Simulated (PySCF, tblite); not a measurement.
# C₄H₈BNO₃: geometry, infrared bands and NMR shifts

What infrared bands and NMR shifts should C₄H₈BNO₃ (`NC(=O)[C@H]1CCOBO1`) show?

Computed with tblite 0.8.0 and PySCF 2.14.0, with density-fitted response routines of our own, on a single molecule in the gas phase. Atoms count from 0, in the outputs and in this text.

### Step 1. The starting structure

17 atoms, charge 0, multiplicity 1; geometry from: force field or distance geometry start.

Bonds of the start (Å): N0–C1 1.43, C1–O2 1.24, C1–C3 1.51, C3–C4 1.56, C4–C5 1.54, C5–O6 1.41, O6–B7 1.46, B7–O8 1.47, O8–C3 1.43, N0–H9 1.06, N0–H10 1.04, C3–H11 1.10, C4–H12 1.12, C4–H13 1.10, C5–H14 1.12, C5–H15 1.10, B7–H16 1.18.

### Step 2. Relaxing the molecule with GFN2-xTB

What the job is given:

```
{"job": {"kind": "relax", "xc": "GFN2-xTB", "basis": "xTB"}, "charge": 0, "multiplicity": 1}
N     -2.373500    -0.411900     0.968100
C     -1.885500     0.158800    -0.253900
O     -2.633600     0.845300    -0.965200
C     -0.446800    -0.035800    -0.653200
C      0.465100     0.858300     0.234300
C      1.940400     0.558400    -0.107900
O      2.253200    -0.813900     0.030100
B      1.324900    -1.565600    -0.816500
O     -0.108700    -1.419600    -0.507900
H     -3.381600    -0.260800     1.251000
H     -1.765300    -0.972300     1.592500
H     -0.351600     0.261300    -1.713100
H      0.244300     1.933200     0.036300
H      0.294600     0.653900     1.303100
H      2.582300     1.141300     0.599800
H      2.192700     0.919900    -1.119100
H      1.642000    -1.838500    -1.921800
```

Launch:

```sh
OMP_NUM_THREADS=1 python probes_run.py task.json out
```

This one command runs all jobs of the session in turn.

**Question.** This job is followed by: GFN2-xTB harmonic vibrations, gas phase; GIAO PBE0/pcSseg-1 NMR shielding, non-relativistic, gas phase. What will the session give for the following? strongest single infrared mode (GFN2-xTB); zero-point energy (GFN2-xTB); ¹³C shifts against TMS (PBE0/pcSseg-1); ¹H shifts against TMS (PBE0/pcSseg-1); ¹⁵N shifts against NH3 (PBE0/pcSseg-1); ¹⁷O shifts against H2O (PBE0/pcSseg-1); ¹¹B shifts against BF3·OEt2 (PBE0/pcSseg-1); surface potential, 1st and 99th percentile.

**Answer**, as computed:

```
                                   quantity                                               value
  strongest single infrared mode (GFN2-xTB)                               1778 cm⁻¹, 515 km/mol
               zero-point energy (GFN2-xTB)                                       81.3 kcal/mol
     ¹³C shifts against TMS (PBE0/pcSseg-1)                         172.7, 74.2, 65.5, 34.9 ppm
      ¹H shifts against TMS (PBE0/pcSseg-1)  6.71, 4.71, 4.38, 4.31, 4.29, 4.07, 2.47, 1.71 ppm
     ¹⁵N shifts against NH3 (PBE0/pcSseg-1)                                           111.8 ppm
     ¹⁷O shifts against H2O (PBE0/pcSseg-1)                             384.7, 140.0, 132.8 ppm
¹¹B shifts against BF3·OEt2 (PBE0/pcSseg-1)                                            23.0 ppm
      surface potential, 1st and 99th percentile                                  -1.85 V and 1.78 V
```

The optimisation took 110 steps and gained 2.136 eV; among the close pairs (by a distance rule), O6–B7 changed most, from 1.464 to 1.344 Å. All 45 modes are real, so the xTB geometry is a minimum. The strongest single mode, at 1778 cm⁻¹, moves mainly C1. Unscaled tight-binding wavenumbers are off by several per cent, some by more. Its intensities can rank the bands wrongly. C1 (amide carbonyl carbon) lies farthest downfield among carbon, at 172.7 ppm; it is a carbonyl in resonance with an O or N lone pair, the region of acids, esters and amides. At PBE0/pcSseg-1: Shielding is most anisotropic at O2 (span 671 ppm, paramagnetic term -448 ppm).
